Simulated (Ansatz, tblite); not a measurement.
# In4As4 wurtzite atom sphere (In4As4H14): a ladder of methods and basis sets

One table from this session's results is given with a row withheld; the runs are named, their logs left out.

Program: Ansatz 0.2.0, Gaussian basis. Level of theory: as each input shows. These are calculated values, not measurements.

Plan: GFN1-xTB, GFN2-xTB, PBE-D4/def2-TZVP, r2SCAN-D4/def2-TZVP, PBE-D4/def2-SVP, PBE0-D4/def2-SVP.

1 further run of the same task is left out (set aside as unsound or not needed).

**The relaxed structure**

The geometry is that of the singlet, from an earlier relaxation (PBE-D4/def2-SVP).

22 atoms, charge 0, spin multiplicity 1.

Bond lengths: In1–As2 2.803 Å, In1–As4 2.689 Å, In1–H9 1.738 Å, In1–H10 1.739 Å, As2–In6 2.684 Å, As2–H11 1.528 Å, As2–H12 1.528 Å, In3–As4 2.690 Å, In3–As5 2.803 Å, In3–H13 1.739 Å, In3–H14 1.738 Å, As4–In7 2.689 Å, As4–H15 1.533 Å, As5–In6 2.684 Å, As5–H16 1.528 Å, As5–H17 1.528 Å, In6–As8 2.684 Å, In6–H18 1.736 Å and more. Angles: As2–In1–As4 94.0°, As2–In1–H9 102.0°, As2–In1–H10 102.0°, As4–In1–H9 111.1°, As4–In1–H10 111.0°, H9–In1–H10 129.2°, In1–As2–In6 125.7°, In1–As2–H11 111.7°, In1–As2–H12 111.8°, In6–As2–H11 103.8°, In6–As2–H12 103.8°, H11–As2–H12 95.6°, As4–In3–As5 94.0°, As4–In3–H13 111.0°, As4–In3–H14 111.1°, As5–In3–H13 102.0°, As5–In3–H14 102.1°, H13–In3–H14 129.2° and more.

In takes a core potential in the def2 sets. No spin-orbit coupling is included.

PBE0-D4/def2-TZVP was run before; its log isn't repeated, and its numbers join the tables.

The first run:

Tight binding, by tblite at 300 K electronic temperature and without a spin-polarisation term:

```python
tblite.interface.Calculator('GFN1-xTB', numbers, positions, charge=0, uhf=0).singlepoint()
```

Tight binding, by tblite at 300 K electronic temperature and without a spin-polarisation term:

```python
tblite.interface.Calculator('GFN2-xTB', numbers, positions, charge=0, uhf=0).singlepoint()
```

start.molden holds the orbitals of an earlier run on this state, given as this run's starting guess.

Contents of in.yaml:

```yaml
crystal:
  periodic: [false, false, false]
  atoms:
    - {symbol: In, position_ang: [-2.296172, -1.319787, -1.573468]}
    - {symbol: As, position_ang: [-2.020996, -1.167951, 1.211515]}
    - {symbol: In, position_ang: [2.287227, -1.330854, -1.578428]}
    - {symbol: As, position_ang: [-0.001847, -0.003808, -2.060782]}
    - {symbol: As, position_ang: [2.027012, -1.165849, 1.207208]}
    - {symbol: In, position_ang: [0.003897, 0.006369, 2.524607]}
    - {symbol: In, position_ang: [0.003385, 2.643050, -1.583976]}
    - {symbol: As, position_ang: [-0.000457, 2.341662, 1.202488]}
    - {symbol: H, position_ang: [-2.113066, -3.024116, -1.863469]}
    - {symbol: H, position_ang: [-3.674013, -0.298152, -1.856941]}
    - {symbol: H, position_ang: [-2.129647, -2.544072, 1.866947]}
    - {symbol: H, position_ang: [-3.270320, -0.588396, 1.873655]}
    - {symbol: H, position_ang: [2.091555, -3.035569, -1.858238]}
    - {symbol: H, position_ang: [3.669965, -0.319753, -1.875140]}
    - {symbol: H, position_ang: [-0.003225, -0.006455, -3.593778]}
    - {symbol: H, position_ang: [2.143204, -2.539049, 1.867448]}
    - {symbol: H, position_ang: [3.277600, -0.579732, 1.861101]}
    - {symbol: H, position_ang: [0.005541, 0.009360, 4.260555]}
    - {symbol: H, position_ang: [-1.565501, 3.333105, -1.875382]}
    - {symbol: H, position_ang: [1.575702, 3.326805, -1.871791]}
    - {symbol: H, position_ang: [-1.136938, 3.127167, 1.855535]}
    - {symbol: H, position_ang: [1.127085, 3.136013, 1.860323]}
basis:
  gaussian: {orbitals: def2-TZVP, fitting: {mean_field: def2-universal-jkfit}, initial_orbitals: start.molden}
hamiltonian: {xc: pbe, dispersion: d4}
scf: {omitted_lower_state_checks: [starts]}
output: {forces: true, orbitals: {seedname: orbitals}}
```

Started as:

```bash
> ansatz run in.yaml --threads 2 --pin off --events-out ev --progress --plain --max-ram 32768MiB --backend cuda --devices 0, --max-vram 18GiB
```

Among the steps run: PBE-D4/def2-TZVP; r2SCAN-D4/def2-TZVP; PBE-D4/def2-SVP; PBE0-D4/def2-SVP.

One table of the session follows, with a row left open; its other results are not shown here.

It belongs to the step «Binding energy». 

```
              level  binding an atom (eV)
    PBE-D4/def2-SVP                     ?
   PBE-D4/def2-TZVP                 2.304
r2SCAN-D4/def2-TZVP                 2.329
   PBE0-D4/def2-SVP                 2.284
  PBE0-D4/def2-TZVP                 2.297
```

Q: Estimate the row for PBE-D4/def2-SVP from the others.

The run gave: binding an atom (eV): 2.291. In the column «binding an atom (eV)» it lies between PBE0-D4/def2-SVP (2.284) and PBE0-D4/def2-TZVP (2.297).

To keep in mind: Free atoms were run apart at each level; binding is atoms less cluster, divided by the number of atoms, without zero-point or spin-orbit terms.
